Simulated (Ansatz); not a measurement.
**Alloy of Si and Ge (56 of 64 Si sites exchanged), 64 atoms**

Aim: relax the alloy cell and compare the gap by PBEsol, PBE, r²SCAN, HSE06 and HSE06 with spin–orbit coupling.

All numbers are computed with Ansatz 0.2.0 (PAW, plane waves).

### 1 Starting point

64 atoms (56 Ge, 8 Si); a = 11.288 Å, b = 11.288 Å, c = 11.288 Å, α = 90.00°, β = 90.00°, γ = 90.00°. All atoms were shaken off their sites by about 0.02 Å along each axis.

Steps to follow: (2) PBEsol cell relaxation at the single k point (¼, ¼, ¼), on 1 × NVIDIA GB300 Max-Q with 8 threads of Arm Neoverse-V2; (3) PBE single point at the Γ point alone, on 1 × NVIDIA GB300 Max-Q with 8 threads of Arm Neoverse-V2; (4) r²SCAN single point at the Γ point alone, on 1 × NVIDIA GB300 Max-Q with 8 threads of Arm Neoverse-V2; (5) HSE06 single point at the Γ point alone, on 1 × NVIDIA GB300 Max-Q with 8 threads of Arm Neoverse-V2; (6) HSE06 with spin–orbit coupling single point at the Γ point alone, on 1 × NVIDIA GB300 Max-Q with 8 threads of Arm Neoverse-V2.

### 2 Relaxing cell and atoms with PBEsol

Input file in.yaml:

```yaml
crystal:
  lattice:
    - [11.288056, 0.000000, 0.000000]
    - [0.000000, 11.288056, 0.000000]
    - [0.000000, 0.000000, 11.288056]
  atoms:
    - { symbol: Ge, position: [0.998923, 0.998419, 0.001047] }
    - { symbol: Ge, position: [0.999909, 0.498087, 0.998717] }
    - { symbol: Ge, position: [0.002662, 0.503462, 0.502973] }
    - { symbol: Ge, position: [0.499559, 0.997892, 0.003219] }
    - { symbol: Ge, position: [0.500170, 0.499012, 0.002006] }
    - { symbol: Ge, position: [0.498195, 0.501615, 0.497954] }
    - { symbol: Ge, position: [0.124986, 0.127560, 0.125402] }
    - { symbol: Ge, position: [0.120213, 0.127101, 0.622139] }
    - { symbol: Ge, position: [0.128873, 0.625923, 0.123865] }
    - { symbol: Ge, position: [0.125302, 0.623660, 0.626908] }
    - { symbol: Ge, position: [0.625508, 0.125864, 0.123869] }
    - { symbol: Ge, position: [0.628862, 0.123003, 0.625381] }
    - { symbol: Ge, position: [0.624633, 0.626906, 0.125573] }
    - { symbol: Ge, position: [0.624171, 0.626482, 0.624089] }
    - { symbol: Ge, position: [0.251556, 0.253140, 0.000428] }
    - { symbol: Ge, position: [0.251999, 0.257033, 0.501595] }
    - { symbol: Ge, position: [0.249736, 0.750126, 0.998829] }
    - { symbol: Ge, position: [0.250159, 0.751085, 0.502198] }
    - { symbol: Ge, position: [0.752420, 0.252927, 0.000120] }
    - { symbol: Ge, position: [0.749457, 0.250391, 0.498837] }
    - { symbol: Ge, position: [0.749388, 0.746713, 0.002776] }
    - { symbol: Ge, position: [0.748616, 0.750566, 0.502699] }
    - { symbol: Ge, position: [0.376390, 0.375660, 0.624022] }
    - { symbol: Ge, position: [0.377032, 0.878785, 0.124437] }
    - { symbol: Ge, position: [0.373735, 0.874733, 0.624815] }
    - { symbol: Ge, position: [0.876098, 0.373695, 0.125145] }
    - { symbol: Ge, position: [0.873937, 0.375803, 0.623606] }
    - { symbol: Ge, position: [0.876028, 0.874054, 0.122878] }
    - { symbol: Ge, position: [0.876381, 0.873436, 0.626575] }
    - { symbol: Ge, position: [0.249401, 0.997925, 0.251846] }
    - { symbol: Ge, position: [0.250742, 0.999772, 0.750146] }
    - { symbol: Ge, position: [0.247008, 0.497628, 0.249192] }
    - { symbol: Ge, position: [0.247029, 0.498898, 0.746853] }
    - { symbol: Ge, position: [0.751551, 0.001767, 0.251521] }
    - { symbol: Ge, position: [0.752676, 0.002390, 0.752436] }
    - { symbol: Ge, position: [0.748189, 0.495488, 0.251109] }
    - { symbol: Ge, position: [0.753063, 0.496014, 0.749312] }
    - { symbol: Ge, position: [0.374139, 0.124904, 0.377463] }
    - { symbol: Ge, position: [0.374548, 0.127920, 0.873187] }
    - { symbol: Ge, position: [0.377550, 0.623186, 0.373213] }
    - { symbol: Ge, position: [0.373959, 0.625380, 0.873502] }
    - { symbol: Ge, position: [0.875099, 0.124281, 0.875388] }
    - { symbol: Ge, position: [0.871525, 0.623381, 0.374398] }
    - { symbol: Ge, position: [0.876085, 0.623141, 0.875276] }
    - { symbol: Ge, position: [0.999792, 0.250247, 0.249412] }
    - { symbol: Ge, position: [0.998776, 0.249108, 0.748139] }
    - { symbol: Ge, position: [0.999248, 0.749807, 0.249376] }
    - { symbol: Ge, position: [0.998275, 0.751092, 0.750474] }
    - { symbol: Ge, position: [0.498070, 0.249760, 0.248334] }
    - { symbol: Ge, position: [0.501439, 0.250703, 0.750091] }
    - { symbol: Ge, position: [0.498091, 0.747300, 0.748187] }
    - { symbol: Ge, position: [0.122851, 0.370819, 0.877441] }
    - { symbol: Ge, position: [0.123598, 0.875059, 0.872301] }
    - { symbol: Ge, position: [0.623120, 0.373967, 0.375461] }
    - { symbol: Ge, position: [0.623915, 0.874240, 0.377687] }
    - { symbol: Ge, position: [0.627521, 0.874060, 0.873031] }
    - { symbol: Si, position: [0.000831, 0.003610, 0.502054] }
    - { symbol: Si, position: [0.501963, 0.998838, 0.501051] }
    - { symbol: Si, position: [0.373900, 0.376233, 0.120732] }
    - { symbol: Si, position: [0.873890, 0.124138, 0.376805] }
    - { symbol: Si, position: [0.501340, 0.748702, 0.249502] }
    - { symbol: Si, position: [0.125500, 0.379402, 0.376133] }
    - { symbol: Si, position: [0.124579, 0.874088, 0.375807] }
    - { symbol: Si, position: [0.624308, 0.376065, 0.874455] }
  symmetry: { detect: false }
kpoints:
  mp_grid: { grid: [1, 1, 1], shift: [0.25, 0.25, 0.25] }
hamiltonian:
  xc: pbesol
scf:
  occupations: { method: fermi_dirac, width: 0.01 }
relax:
  f_tol: 0.03
  max_steps: 80
  escape_saddle: false
  adjacent_minimum: "off"
  cell: { fix: [shape] }
output:
  forces: true
  eigenvalues: true
  populations: true
```

Command:

```bash
$ ansatz run in.yaml --threads 8 --pin off --max-ram 118750MiB --runs-dir r --events-out ev --progress --plain --backend cuda --devices 0,
```

Further steps of the session: Single point with PBE; r²SCAN single point; Single point with HSE06; HSE06 with spin–orbit coupling on the same atoms.

Q: Predict the outcome of this session. Wanted: for each run, top filled to lowest empty.

The runs gave:

```
                         level           time   k points  top filled to lowest empty (eV)
            PBEsol, relaxation    6.9 s (GPU)  (¼, ¼, ¼)                             0.68
                           PBE    3.2 s (GPU)          Γ                             0.22
                        r²SCAN    5.6 s (GPU)          Γ                             0.50
                         HSE06     40 s (GPU)          Γ                             0.93
HSE06 with spin–orbit coupling  7.7 min (GPU)          Γ                             0.84
```

```
     quantity                                                                         value
   relaxation                                              4 recorded steps, 0.67 eV gained
largest shift                                                0.09 Å (Ge16 and others alike)
 relaxed cell  a = 11.278 Å, b = 11.278 Å, c = 11.278 Å, α = 90.00°, β = 90.00°, γ = 90.00°
   mean bonds                                       Ge–Ge 2.452, Ge–Si 2.411, Si–Si 2.370 Å
```

**In words.** Relaxation gains 0.67 eV, with shifts up to 0.09 Å (Ge16 and others alike), while the volume changes by -0.3 %. The mean lengths of the listed bonds run from Si–Si 2.37 Å to Ge–Ge 2.45 Å. At the same k points, PBE gives a spacing 0.71 eV smaller and r²SCAN gives a spacing 0.43 eV smaller than the 0.93 eV of HSE06. The relaxation ran on other k points, so part of any difference from the later rows can come from the mesh. Spin–orbit coupling changes the HSE06 spacing by -0.09 eV. Exact exchange costs time: HSE06 ran about 13 times as long as PBE on the same kind of device. With one k point the spacing samples only the states that fold onto it, so it can exceed the gap over the zone.
